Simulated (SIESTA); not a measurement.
Crystal: InSb3.

```
Sb In
1.0
     0.00000    3.79455    3.79455
     3.79455    0.00000    3.79455
     3.79455    3.79455    0.00000
Sb In
3 1
Cartesian
  3.7946 3.7946 3.7946
  5.6918 5.6918 5.6918
  1.8973 1.8973 1.8973
  0.0000 0.0000 0.0000
```

The cell comes from a database or a generator and needn't be the stable form of this composition.

Base run:

| Quantity | Value |
| --- | --- |
| Program | SIESTA 5.4.2 |
| Functional | PBEsol |
| Potentials or basis | PseudoDojo 0.4 standard (PBEsol files) |
| Basis | DZP (energy shift 0.003 Ry; two zetas on semicore shells) |
| Grid cutoff | 500 Ry |
| Energy shift | 0.003 Ry |
| k mesh | 6 × 6 × 6 |
| Occupations | fermi-dirac, width 0.05 eV |
| Spin | no spin polarisation |

Its results: band gap on the k mesh none (metal or under the smearing width); pressure -1.7 GPa.

Q: The run is repeated on the same cell with these changes: functional from PBEsol to LDA; potentials or basis from PseudoDojo 0.4 standard (PBEsol files) to PseudoDojo 0.4 standard (LDA files). What comes out?

A: Band gap on the k mesh none (metal or under the smearing width); pressure -3.0 GPa.

Caveats: the basis of atomic orbitals isn't converged, which shifts pressures, moduli and gaps.

Not every run made on this cell is shown here.
